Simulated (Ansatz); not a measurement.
# F₃H₃OSiTi: a ladder of functionals and wavefunction methods

An exercise on one series of results from a longer session: the logs are not shown, and one member is left open.

Program: Ansatz 0.2.0, Gaussian basis. Level of theory: functionals in def2-TZVPP, the program's frozen cores in correlated methods. These are calculated values, not measurements.

Levels to be run: LDA (SPW92), PBE-D4, revPBE-D4, BLYP-D4, r2SCAN-D4, B97M-V, PBE0-D4, B3LYP-D4, r2SCANh-D4, r2SCAN0-D4, HSE06-D4, BHLYP-D4, CAM-B3LYP-D4, LC-ωPBE, ωB97X-V, ωB97M-V, B2PLYP, PBE-QIDH; CCSD(T)/def2-SVP; CCSD(T)/def2-TZVPP; MP2/def2-QZVPP; extrapolation to the limit; RPA on PBE.

## The relaxed structure

An earlier PBE0-D4 in a triple-zeta def2 set relaxation fixed the geometry.

9 atoms, charge 0, spin multiplicity 1.

Atoms are counted from 1 here; the program's logs count them from 0.

Bond lengths: F1–Ti2 1.750 Å, Ti2–F3 1.750 Å, Ti2–F4 1.750 Å, Ti2–O5 1.759 Å, O5–Si6 1.654 Å, Si6–H7 1.482 Å, Si6–H8 1.482 Å, Si6–H9 1.482 Å. Angles: F1–Ti2–F3 109.6°, F1–Ti2–F4 109.6°, F1–Ti2–O5 109.4°, F3–Ti2–F4 109.5°, F3–Ti2–O5 109.4°, F4–Ti2–O5 109.4°, Ti2–O5–Si6 179.5°, O5–Si6–H7 108.5°, O5–Si6–H8 108.5°, O5–Si6–H9 108.5°, H7–Si6–H8 110.4°, H7–Si6–H9 110.4°, H8–Si6–H9 110.4°.

As a file:

```xyz
9
charge 0, multiplicity 1
F     2.3515   -1.5048    0.2218
Ti    1.1694   -0.8226   -0.8735
F     1.9598    0.2887   -1.9701
F     0.4092   -2.1061   -1.7884
O    -0.0540    0.0396    0.0499
Si   -1.2118    0.8528    0.9071
H    -2.5255    0.2190    0.6426
H    -1.2210    2.2667    0.4620
H    -0.8776    0.7667    2.3487
```

Set-up of the first run:

File in.yaml:

```yaml
crystal:
  periodic: [false, false, false]
  atoms:
    - {symbol: F, position_ang: [2.351497, -1.504811, 0.221788]}
    - {symbol: Ti, position_ang: [1.169440, -0.822603, -0.873505]}
    - {symbol: F, position_ang: [1.959781, 0.288723, -1.970142]}
    - {symbol: F, position_ang: [0.409236, -2.106098, -1.788389]}
    - {symbol: O, position_ang: [-0.054042, 0.039595, 0.049872]}
    - {symbol: Si, position_ang: [-1.211814, 0.852759, 0.907093]}
    - {symbol: H, position_ang: [-2.525489, 0.218990, 0.642608]}
    - {symbol: H, position_ang: [-1.220959, 2.266697, 0.461989]}
    - {symbol: H, position_ang: [-0.877631, 0.766748, 2.348686]}
basis:
  gaussian: {orbitals: def2-TZVPP}
hamiltonian: {xc: lda}
output: {orbitals: {seedname: orbitals}}
```

Command:

```
$ ansatz run in.yaml --threads 4 --pin off --events-out ev --progress --plain --max-ram 11315MiB
```

Steps of the session up to this table: LDA; PBE-D4 (GGA); revPBE-D4 (GGA); BLYP-D4 (GGA); r2SCAN-D4 (meta-GGA); B97M-V (meta-GGA); PBE0-D4 (hybrid); B3LYP-D4 (hybrid); r2SCANh-D4 (hybrid); r2SCAN0-D4 (hybrid); HSE06-D4 (hybrid); BHLYP-D4 (hybrid); CAM-B3LYP-D4 (range-separated); LC-ωPBE (range-separated); ωB97X-V (range-separated); ωB97M-V (range-separated); B2PLYP (double hybrid); PBE-QIDH (double hybrid).

One table of the session follows, with a row left open; its other results are not shown here.

It belongs to the step «Frontier levels by functional». 

```
  functional  HOMO (eV)  LUMO (eV)  gap (eV)
 LDA (SPW92)      -8.33      -3.71      4.61
      PBE-D4      -8.22      -3.42      4.79
   revPBE-D4      -8.16      -3.33      4.84
     BLYP-D4          ?          ?         ?
   r2SCAN-D4      -8.58      -3.40      5.18
      B97M-V      -8.66      -3.44      5.22
     PBE0-D4      -9.66      -2.50      7.17
    B3LYP-D4      -9.47      -2.82      6.65
  r2SCANh-D4      -9.11      -3.04      6.08
  r2SCAN0-D4      -9.91      -2.47      7.44
    HSE06-D4      -9.26      -2.88      6.38
    BHLYP-D4     -11.06      -1.39      9.66
CAM-B3LYP-D4     -11.10      -1.39      9.71
     LC-ωPBE     -12.43      -0.14     12.29
     ωB97X-V     -12.09      -0.16     11.93
     ωB97M-V     -11.93      -0.18     11.75
```

Estimate the missing values for BLYP-D4.

Worked estimate for «HOMO (eV)». Against the share of exact exchange, B3LYP-D4 (0.2, -9.47), BHLYP-D4 (0.5, -11.06) give a slope of -5.30 per unit share; at 0 the line stands at -8.41.

The run gave: HOMO (eV): -8.15; LUMO (eV): -3.37; gap (eV): 4.78. In «HOMO (eV)» the line misses by -0.26.
